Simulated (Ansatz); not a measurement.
# C2H10BClSi2: the cost of one run

Method: RHF/6-31G*, in Ansatz 0.2.0.

### Step 1. The starting structure

Bond lengths (14 of 15 bonds, heavy atoms first): B1–Si2 1.922 Å, Si2–C3 1.837 Å, Si2–Si4 2.258 Å, Si4–C5 1.829 Å, Si4–Cl6 2.040 Å, B1–H7 1.180 Å, B1–H8 1.171 Å, Si2–H9 1.423 Å, C3–H10 1.103 Å, C3–H11 1.148 Å, C3–H12 1.130 Å, Si4–H13 1.585 Å, C5–H14 1.085 Å, C5–H15 1.102 Å. Angles (14 of 27 angles, heavy atoms first): B1–Si2–C3 107.6°, B1–Si2–Si4 111.7°, C3–Si2–Si4 107.8°, Si2–Si4–C5 108.9°, Si2–Si4–Cl6 111.0°, C5–Si4–Cl6 112.5°, B1–Si2–H9 110.4°, C3–Si2–H9 109.7°, Si4–Si2–H9 109.7°, Si2–B1–H7 120.4°, Si2–B1–H8 118.3°, Si2–C3–H10 112.1°, Si2–C3–H11 109.9°, Si2–C3–H12 111.5°.

As a file:

```xyz
16

B    -1.7855   -1.3155    0.5090
Si   -0.4565   -0.7806   -0.7718
C     1.0929   -1.6827   -0.3729
Si   -0.0179    1.4309   -0.6463
C     0.4540    1.8457    1.0715
Cl    1.4081    1.9719   -2.0016
H    -1.6497   -1.0587    1.6525
H    -2.7945   -1.7551    0.1102
H    -0.8778   -1.1112   -2.0905
H     0.9546   -2.7766   -0.4010
H     1.4360   -1.4204    0.6909
H     1.9365   -1.3832   -1.0619
H    -1.3811    2.1679   -0.9797
H     1.3617    1.3190    1.3470
H     0.6307    2.9298    1.1618
H    -0.3343    1.5963    1.8269
```

### Step 2. End point A

Input file input.yaml:

```yaml
crystal:
  periodic: [false, false, false]
  atoms:
    - { symbol: B, position_ang: [-1.7855, -1.3155, 0.509] }
    - { symbol: Si, position_ang: [-0.4565, -0.7806, -0.7718] }
    - { symbol: C, position_ang: [1.0929, -1.6827, -0.3729] }
    - { symbol: Si, position_ang: [-0.0179, 1.4309, -0.6463] }
    - { symbol: C, position_ang: [0.454, 1.8457, 1.0715] }
    - { symbol: Cl, position_ang: [1.4081, 1.9719, -2.0016] }
    - { symbol: H, position_ang: [-1.6497, -1.0587, 1.6525] }
    - { symbol: H, position_ang: [-2.7945, -1.7551, 0.1102] }
    - { symbol: H, position_ang: [-0.8778, -1.1112, -2.0905] }
    - { symbol: H, position_ang: [0.9546, -2.7766, -0.401] }
    - { symbol: H, position_ang: [1.436, -1.4204, 0.6909] }
    - { symbol: H, position_ang: [1.9365, -1.3832, -1.0619] }
    - { symbol: H, position_ang: [-1.3811, 2.1679, -0.9797] }
    - { symbol: H, position_ang: [1.3617, 1.319, 1.347] }
    - { symbol: H, position_ang: [0.6307, 2.9298, 1.1618] }
    - { symbol: H, position_ang: [-0.3343, 1.5963, 1.8269] }
basis:
  gaussian: { orbitals: "6-31G*" }
hamiltonian:
  xc: hf
relax:
  f_tol: 0.015
  max_steps: 40
output:
  orbitals: {}
```

The run is started by

```bash
ansatz run input.yaml --threads 2 --pin off --max-ram 3072MiB --backend cpu --events-out ev --progress --plain --runs-dir out
```

What time and memory should one allow on 2 threads of Arm Neoverse V1, shared host?

About 71 s, with a peak of 0.31 GiB.
